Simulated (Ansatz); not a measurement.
# BClH4SeSi: the cost of one run

Program: the Python package of Ansatz 0.2.0. The levels of theory stand in the script. These are calculated values, not measurements.

### 1 Starting point

Bond lengths: Si1–B2 1.882 Å, B2–Cl3 1.827 Å, B2–Se4 1.972 Å, Si1–H5 1.516 Å, Si1–H6 1.515 Å, Si1–H7 1.484 Å, Se4–H8 1.561 Å. Angles: Si1–B2–Cl3 119.0°, Si1–B2–Se4 121.7°, Cl3–B2–Se4 119.3°, B2–Si1–H5 110.6°, B2–Si1–H6 111.2°, B2–Si1–H7 112.4°, H5–Si1–H6 106.1°, H5–Si1–H7 108.6°, H6–Si1–H7 107.7°, B2–Se4–H8 89.0°.

No structure file is read: the coordinates are typed or built in the script.

### 2 Script

run_methods.py

```python
import ansatz

params = {
    'basis': 'def2-SVP',
}


def main() -> None:
    geometry_ang = [
        ('Si', (-0.0208, 1.0937, -0.3186)),
        ('B', (0.5184, -0.6561, 0.1153)),
        ('Cl', (1.7995, -1.4665, -0.9047)),
        ('Se', (-0.2329, -1.6172, 1.6641)),
        ('H', (-0.603, 1.1402, -1.7173)),
        ('H', (-1.1184, 1.5738, 0.6095)),
        ('H', (1.0967, 2.0661, -0.2382)),
        ('H', (-1.3473, -2.1911, 0.7341)),
    ]
    molecule = ansatz.Crystal.molecule()
    for symbol, xyz in geometry_ang:
        molecule = molecule.atom(symbol, xyz)

    job = molecule.calculation().basis(gaussian=params['basis'])

    methods = ['mp2', 'ccsd', 'ccsd_t']
    reports = [job.correlation(m).run(threads=1).report for m in methods]
    print(f'Hartree-Fock reference {reports[0]["reference_energy_ev"] / 27.211386246:.6f} Ha')
    best = reports[-1]['free_energy_ev'] - reports[-1]['reference_energy_ev']
    for method, each in zip(methods, reports):
        gained = each['free_energy_ev'] - each['reference_energy_ev']
        print(f'{method:8s} total {each["free_energy_ev"] / 27.211386246:.6f} Ha  correlation {gained:9.4f} eV  ({100 * gained / best:.1f} % of the last)')


if __name__ == '__main__':
    main()
```

### 3 The calls as engine input

The package turns the script's settings into the engine's input (first run):

```yaml
crystal:
  periodic: [false, false, false]
  atoms:
    - { symbol: Si, position_ang: [-0.0208, 1.0937, -0.3186] }
    - { symbol: B, position_ang: [0.5184, -0.6561, 0.1153] }
    - { symbol: Cl, position_ang: [1.7995, -1.4665, -0.9047] }
    - { symbol: Se, position_ang: [-0.2329, -1.6172, 1.6641] }
    - { symbol: H, position_ang: [-0.603, 1.1402, -1.7173] }
    - { symbol: H, position_ang: [-1.1184, 1.5738, 0.6095] }
    - { symbol: H, position_ang: [1.0967, 2.0661, -0.2382] }
    - { symbol: H, position_ang: [-1.3473, -2.1911, 0.7341] }
basis:
  gaussian:
    orbitals: def2-SVP
correlation:
  method: mp2
```

### 4 Running it

Started as:

```
python run_methods.py
```

What time and memory should one allow on 1 thread of Arm Neoverse V1, shared host?

About 27 s, with a peak of 0.43 GiB.
